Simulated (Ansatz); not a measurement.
# Rb: other elements on the same sites

One table from this session's results is given with a row withheld; the runs are named, their logs left out.

Program: Ansatz 0.2.0. Level of theory: DFT PBEsol, scalar-relativistic, plane waves, PAW. These are calculated values, not measurements.

1 further run of the same task is left out (set aside as unsound or not needed). Runs told in other sessions of the task aren't counted.

**The system as given**

Symmetry: Im-3m, No. 229, cubic system. The conventional cell has a = 5.572 Å, b = 5.572 Å, c = 5.572 Å, α = 90.00°, β = 90.00°, γ = 90.00°.

As a file:

```
CELL_PARAMETERS angstrom
-2.78592 2.78592 2.78592
2.78592 -2.78592 2.78592
2.78592 2.78592 -2.78592
ATOMIC_POSITIONS crystal
Rb 0.00000 0.00000 0.00000
```

It is the result of an earlier relaxation at this level (volume 86.49 Å³/atom; gap on the mesh: none (metal)).

Set-up of the first run:

File input.yaml:

```yaml
crystal:
  lattice:
    - [-2.2827748779, 2.2827748779, 2.2827748779]
    - [2.2827748779, -2.2827748779, 2.2827748779]
    - [2.2827748779, 2.2827748779, -2.2827748779]
  atoms:
    - { symbol: Na, position: [0.0, 0.0, 0.0] }
basis:
  ecutwfc: 420
kpoints:
  mp_grid: { grid: [6, 6, 6] }
hamiltonian:
  xc: pbesol
scf:
  occupations: { method: gaussian, width: 0.1 }
output:
  forces: true
  stress: true
  eigenvalues: true
```

Launch:

```sh
ansatz run input.yaml --threads 1 --pin off --max-ram 2560MiB --backend cpu --events-out ev --progress --plain --runs-dir out
```

Among the steps run: A first look at the start (Na); Full relaxation (Na); Relaxation repeated from the new cell (Na); A first look at the start (K); The relaxation (K).

One table of the session follows, with a row left open; its other results are not shown here.

It belongs to the step «The crystals compared». Lengths are those of the vectors of the cell that was run:

| swap | volume (Å³/atom) | a (Å) | b (Å) | c (Å) |
| --- | --- | --- | --- | --- |
| none | 86.49 | 4.825 | 4.825 | 4.825 |
| Rb → Li | 20.19 | 2.971 | 2.971 | 2.971 |
| Rb → Sr | 51.01 | 4.047 | 4.047 | 4.047 |
| Rb → Cs | 108.24 | 5.200 | 5.200 | 5.200 |
| Rb → Na | 36.42 | 3.617 | 3.617 | 3.617 |
| Rb → K | ? | ? | ? | ? |

Estimate the missing values for Rb → K.

As computed: volume (Å³/atom): 72.78; a (Å): 4.556; b (Å): 4.556; c (Å): 4.556. In the column «volume (Å³/atom)» it lies between Rb → Sr (51.01) and none (86.49).

Lengths are those of the computed cell. Rows of earlier swaps come from the sessions before.
